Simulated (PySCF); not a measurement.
C3ONH3, in a box:

```
C O N H
1.0
    13.00000    0.00000    0.00000
     0.00000   13.00000    0.00000
     0.00000    0.00000   11.00000
C O N H
3 1 1 3
Direct
  0.47081 0.56890 0.52890
  0.55259 0.50965 0.49783
  0.41490 0.42736 0.46776
  0.51087 0.41925 0.45236
  0.38050 0.51430 0.50842
  0.46740 0.63722 0.57554
  0.63432 0.52252 0.49131
  0.36887 0.35971 0.43599
```

The cell isn't the ideal one: atoms moved at random, drawn with an rms of 0.05 Å.

Base run:

* Program: PySCF 2.14.0
* Functional: r2SCANh
* Potentials or basis: pob-tzvp-rev2 (all-electron)
* k mesh: 1 × 1 × 1
* Occupations: fixed
* Spin: no spin polarisation

Its results: gap between the frontier levels 6.56 eV.

Problem. The run is repeated on the same cell with these changes: functional from r2SCANh to OLYP. What comes out?

Solution. Gap between the frontier levels 5.41 eV.

r2SCANh gives the wider gap, since exact exchange removes part of the self-interaction.

Caveats: this is a molecule in a periodic box at the Γ point, so its band gap is the HOMO-LUMO gap; the basis of atomic orbitals isn't converged, which shifts pressures, moduli and gaps.

